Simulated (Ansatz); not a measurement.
## GaGe3 under changes of volume

One of the cells (19.524 Å³/atom); the others are scaled copies at fixed shape and fractional positions:

```xyz
8
Lattice="5.9850 0.0000 0.0000 -2.9925 5.1832 0.0000 0.0000 0.0000 5.0350" Properties=species:S:1:pos:R:3 pbc="T T T"
Ge    0.0000    1.6955    1.2587
Ge   -1.5241    4.3354    1.2587
Ge    1.5241    4.3354    1.2587
Ge    2.9925    3.4877    3.7762
Ge    4.5167    0.8478    3.7762
Ge    1.4684    0.8478    3.7762
Ga    0.0000    3.4555    3.7762
Ga    2.9925    1.7277    1.2587
```

The cell comes from a database or a generator and needn't be the stable form of this composition.

- Program: Ansatz 0.2.0
- Functional: PBE
- Potentials or basis: Ansatz PAW
- Cutoff: 420 eV (not typed: the program's choice for these potentials)
- k mesh: 5 × 5 × 5
- Occupations: fermi-dirac, width 0.05 eV
- Spin: no spin polarisation

```csv
volume (Å³/atom),energy over the lowest point (meV/atom),pressure (GPa),largest force (eV/Å)
18.353,8.68,3.3,0.268
18.743,2.56,1.8,0.237
19.134,0.00,0.4,0.207
19.524,0.61,-0.8,0.176
19.915,4.04,-1.9,0.145
20.305,9.99,-2.9,0.113
20.695,?,?,?
```

Task: What does the run at 20.695 Å³/atom give?

Result: Energy over the lowest point 18.20 meV/atom; pressure -3.7 GPa; largest force 0.082 eV/Å.

Worked out: A Birch-Murnaghan fit of order 3 (a polynomial in V^(-2/3)) to the other rows has its minimum at 19.25 Å³/atom with B0 = V·E''(V) = 62 GPa and B' = 4.7 at fixed shape and positions, which overstates the stiffness. It gives 18.17 meV/atom at 20.695 Å³/atom, against the run's 18.20, and -dE/dV = -3.8 GPa, against -3.7.

Energies are extrapolated to zero smearing.
